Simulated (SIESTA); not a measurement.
# GaGe3 in SIESTA: the effect of basis

The system is GaGe3.

```xyz
4
Lattice="4.2785 0.0000 0.0000 0.0000 4.2785 0.0000 0.0000 0.0000 4.2785" Properties=species:S:1:pos:R:3 pbc="T T T"
Ge    2.1392    2.1392    0.0000
Ge    2.1392    0.0000    2.1392
Ge    0.0000    2.1392    2.1392
Ga    0.0000    0.0000    0.0000
```

The cell comes from a database or a generator and needn't be the stable form of this composition.

Alike in all runs:

```yaml
Program: SIESTA 5.4.2
Task: band structure
Functional: PBEsol
Potentials_or_basis: PseudoDojo 0.4 standard (PBEsol files)
Grid_cutoff: 800 Ry
Energy_shift: 0.003 Ry
k_mesh: 6 × 6 × 6
Occupations: fermi-dirac, width 0.05 eV
Spin: no spin polarisation
```

| basis | pressure (GPa) |
| --- | --- |
| SZ | ? |
| SZP | 0.5 |
| DZ | -0.6 |
| DZP | -3.0 |
| TZP | -2.8 |
| TZDP | -2.9 |

Q: What does the run with basis SZ give?

A: Pressure 8.0 GPa.

Caveats: the basis of atomic orbitals isn't converged, which shifts pressures, moduli and gaps; the basis has no polarisation orbitals (some runs).
